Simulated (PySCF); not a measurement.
# CaS: from the state search to spectroscopic constants

The task here is to estimate one member of a computed series from the others.

Method: Ca def2-TZVPP, S def2-TZVPP, no relativity; program: PySCF 2.14.0.

The first run:

A driver script around PySCF takes these settings:

```
atoms                         : Ca, S
charge                        : 0
basis                         : Ca def2-TZVPP, S def2-TZVPP
Hamiltonian                   : no relativity
basis functions               : 78
electrons treated             : 36
masses in u                   : 39.9626, 31.9721
levels                        : PBE0, PBE, r²SCAN, BHandHLYP, B3LYP, M06-2X, M06-L, HSE06, HF, MP2, SCS-MP2, CCSD, CCSD(T)
grid                          : 80 radial by 434 angular points
occupations                   : held fixed by the projection of orbital angular momentum
dissociation limit            : Ca + S, each in its ground configuration
starting distance in angstrom : 2.575
values of 2S to try           : 0, 2
```

On the command line:

```
> OMP_NUM_THREADS=1 python dia.py task.json out
```

Steps of the session up to this table: Input; First curve: PBE0; Excited determinants; PBE (GGA); r²SCAN (meta-GGA); BHandHLYP (global hybrid GGA); B3LYP; M06-2X; M06-L (meta-GGA); HSE06 (range-separated hybrid); RHF (mean field); Correlated methods on the Hartree–Fock reference.

One of the session's tables, all rows but one given; the rest of the session is left out.

Energy (eV) from each level's lowest point:

```
R (Å)    RHF  RHF-MP2  RHF-SCS-MP2  RHF-CCSD  RHF-CCSD(T)
1.980  1.673    1.515        1.573       n/a          n/a
2.072  0.841    0.762        0.801     0.805        0.840
2.164  0.335    0.306        0.330     0.327        0.358
2.233  0.121    0.113        0.128     0.123        0.147
2.302      ?        ?            ?         ?            ?
2.371  0.000    0.000        0.000     0.000        0.000
2.463  0.081    0.063        0.056     0.064        0.043
2.578  0.295    0.237        0.219     0.244        0.194
2.716  0.648    0.523        0.491     0.537        0.457
2.901  1.165    0.979        0.913       n/a          n/a
```

Estimate the missing values for R (Å) = 2.302.

Worked estimate for «RHF». A straight line through the neighbours (2.233, 0.121) and (2.371, 0.000) gives 0.121 + (0.000 − 0.121) × (2.302 − 2.233) / (2.371 − 2.233) = 0.060; a parabola fitted to 4 rows on both sides gives 0.019.

The run gave: RHF: 0.017; RHF-MP2: 0.018; RHF-SCS-MP2: 0.025; RHF-CCSD: 0.022; RHF-CCSD(T): 0.035. In «RHF» the line misses by +0.043 and the parabola by +0.002.
